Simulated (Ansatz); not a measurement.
# Cadmium, beta-Sn type under BLYP: structure, energy and stiffness

The plan for cadmium in the beta-Sn type structure: relax it, solve it on a dense k-mesh, then scale the cell to 7 volumes from 88 to 112 % of the relaxed one and try a fit of the equation of state. Spin polarisation is left out. The k-meshes are 12×12×8 for the relaxation; 19×19×12 for the dense run; 13×13×9 for the volumes.

Computed with Ansatz 0.2.0 (DFT BLYP, plane waves (420 eV) with PAW, scalar-relativistic; PBE-made PAW files, unless a step says otherwise).

## Step 1: The structure to begin with

Symmetry: I4_1/amd, No. 141, tetragonal system. Conventional cell: a = 5.496 Å, b = 5.496 Å, c = 3.001 Å, α = 90.00°, β = 90.00°, γ = 90.00°. Around Cd (site symmetry -4m2) lie 6 Cd at 2.85 to 3.00 Å.

Coordinates:

```xyz
2
Lattice="-2.7482 2.7482 1.5005 2.7482 -2.7482 1.5005 2.7482 2.7482 -1.5005" Properties=species:S:1:pos:R:3 pbc="T T T"
Cd    0.0000    0.0000    0.0000
Cd    0.0000    2.7482    0.7502
```

## Step 2: Relaxing cell and atoms

File input.yaml:

```yaml
crystal:
  lattice:
    - [-2.7481595039, 2.7481595039, 1.5004950891]
    - [2.7481595039, -2.7481595039, 1.5004950891]
    - [2.7481595039, 2.7481595039, -1.5004950891]
  atoms:
    - { symbol: Cd, position: [0.0, 0.0, 0.0] }
    - { symbol: Cd, position: [0.75, 0.25, 0.5] }
hamiltonian:
  xc: blyp
  pseudopotentials:
    kind: paw
    azcp:
      Cd: "pseudopotentials/Cd.paw.azcp"
basis:
  ecutwfc: 420
  fft_grid_basis: typed
kpoints:
  mp_grid: { grid: [12, 12, 8], shift: [0, 0, 0] }
magnetization:
  spin_polarized: false
scf:
  occupations: { method: fermi_dirac, width: 0.1 }
relax:
  max_steps: 60
  f_tol: 0.01
  cell: {}
```

After this run come: Single point on a dense mesh; Volume × 0.88; Volume × 0.92; Volume × 0.96; Volume × 1.0; Volume × 1.04; Volume × 1.08; Volume × 1.12.

**Question.** What will these runs give? Wanted: space group; conventional cell; volume; shortest distance; gap on the mesh; relative to hcp; V₀, B₀, B₀′.

As calculated:

```
                      quantity                                               value
space group (spins left aside)                                       C2/c (No. 15)
             conventional cell  a = 3.170 Å, b = 8.796 Å, c = 4.409 Å, β = 105.84°
                        volume                                      29.571 Å³/atom
             shortest distance                                             3.154 Å
               gap on the mesh                        none (levels filled in part)
               relative to hcp                                        -15 meV/atom
                   V₀, B₀, B₀′                       29.613 Å³/atom, 16.3 GPa, 7.2
```

**Reading.** From the guessed start the volume grew by 30.5 % in 14 steps. The cell has left its prototype: it ends as C2/c. What follows belongs to that structure, not to the type named at the start. The mesh has less symmetry than the lattice, which may have let the distortion in. It lies 15 meV/atom below the element's reference form at the same level (hcp, from a run of its own), so this level prefers it, against what is seen in nature. No gap shows: it is a metal or semimetal at this level. B₀ comes out at 16.3 GPa, a soft solid; letting shape and positions relax at each volume could only lower it.
